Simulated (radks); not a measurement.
# Valence configurations of Ga⁺

NIST gives [Ar] 3d10 4s2 as the ground configuration of Ga⁺. Does this level of theory agree? Several fillings of the valence shells are run.

The numbers are computed with radks (a radial shooting solver on a logarithmic mesh, Libxc functionals) version 1 (scalar-relativistic Kohn-Sham, PBE, spin-polarised, spherical densities, point nucleus; open shells are filled with parallel spins first), except any that are marked as measured or tabulated.

## Step 1: The atom as given

* element: gallium (Z = 31)
* charge: +1
* electrons: 30
* configuration: [Ar] 3d10 4s2
* others tried: 3d9 4s2 4p1; 3d10 4s1 4p1; 3d8 4s2 4p2; 3d7 4s2 4p3; 3d10 4p2; 3d9.5 4s2 4p0.5; 3d8 4s1 4p3; 3d10 4s0.5 4p1.5; 3d10 4s1.5 4p0.5

The outer shells:

Ga⁺
```
[Ar] core
3d [↑↓][↑↓][↑↓][↑↓][↑↓]
4s [↑↓]
```

## Step 2: [Ar] 3d10 4s2

Input:

```text
Z 31
configuration [Ar] 3d10 4s2
relativity scalar-relativistic
functional pbe,pbe
spin polarised
nucleus point
c 137.035999084
```

## Step 3: [Ar] 3d9 4s2 4p1

Input:

```text
Z 31
configuration [Ar] 3d9 4s2 4p1
relativity scalar-relativistic
functional pbe,pbe
spin polarised
nucleus point
c 137.035999084
```

## Step 4: [Ar] 3d10 4s1 4p1

Input:

```text
Z 31
configuration [Ar] 3d10 4s1 4p1
relativity scalar-relativistic
functional pbe,pbe
spin polarised
nucleus point
c 137.035999084
```

## Step 5: [Ar] 3d8 4s2 4p2

Input:

```text
Z 31
configuration [Ar] 3d8 4s2 4p2
relativity scalar-relativistic
functional pbe,pbe
spin polarised
nucleus point
c 137.035999084
```

## Step 6: [Ar] 3d7 4s2 4p3

Input:

```text
Z 31
configuration [Ar] 3d7 4s2 4p3
relativity scalar-relativistic
functional pbe,pbe
spin polarised
nucleus point
c 137.035999084
```

## Step 7: [Ar] 3d10 4p2

Input:

```text
Z 31
configuration [Ar] 3d10 4p2
relativity scalar-relativistic
functional pbe,pbe
spin polarised
nucleus point
c 137.035999084
```

## Step 8: [Ar] 3d9.5 4s2 4p0.5

Input:

```text
Z 31
configuration [Ar] 3d9.5 4s2 4p0.5
relativity scalar-relativistic
functional pbe,pbe
spin polarised
nucleus point
c 137.035999084
```

## Step 9: [Ar] 3d8 4s1 4p3

Input:

```text
Z 31
configuration [Ar] 3d8 4s1 4p3
relativity scalar-relativistic
functional pbe,pbe
spin polarised
nucleus point
c 137.035999084
```

## Step 10: [Ar] 3d10 4s0.5 4p1.5

Input:

```text
Z 31
configuration [Ar] 3d10 4s0.5 4p1.5
relativity scalar-relativistic
functional pbe,pbe
spin polarised
nucleus point
c 137.035999084
```

## Step 11: [Ar] 3d10 4s1.5 4p0.5

Input:

```text
Z 31
configuration [Ar] 3d10 4s1.5 4p0.5
relativity scalar-relativistic
functional pbe,pbe
spin polarised
nucleus point
c 137.035999084
```

Before running it: what results should come out? Wanted: for each run, valence; E − E(NIST configuration); moment; highest level; its energy; 1s shift.

As calculated:

```tsv
valence	E − E(NIST configuration) (eV)	moment (μB)	highest level	its energy (eV)	1s shift (eV)
3d10 4s2	0.000	0	4s	-16.332	+0.00
3d10 4s1.5 4p0.5	3.400	1	4p up	-9.951	-0.93
3d10 4s1 4p1	6.363	2	4p up	-10.663	-1.72
3d9.5 4s2 4p0.5	9.921	1	4p up	-10.370	-5.37
3d10 4s0.5 4p1.5	10.161	2	4p up	-11.063	-2.61
3d10 4p2	13.988	2	4p up	-11.448	-3.49
3d9 4s2 4p1	21.399	2	4p up	-11.572	-10.94
3d8 4s2 4p2	49.344	4	4p up	-13.786	-22.69
3d8 4s1 4p3	55.408	6	4p up	-14.815	-23.81
3d7 4s2 4p3	84.361	6	4p up	-15.847	-35.21
```

**Reading.** The NIST configuration is the lowest of those tried, 3.400 eV under 3d10 4s1.5 4p0.5. The energies are those of spherical high-spin densities, not of single terms. The 1s eigenvalue shifts by up to 35.21 eV as the valence charge is rearranged.
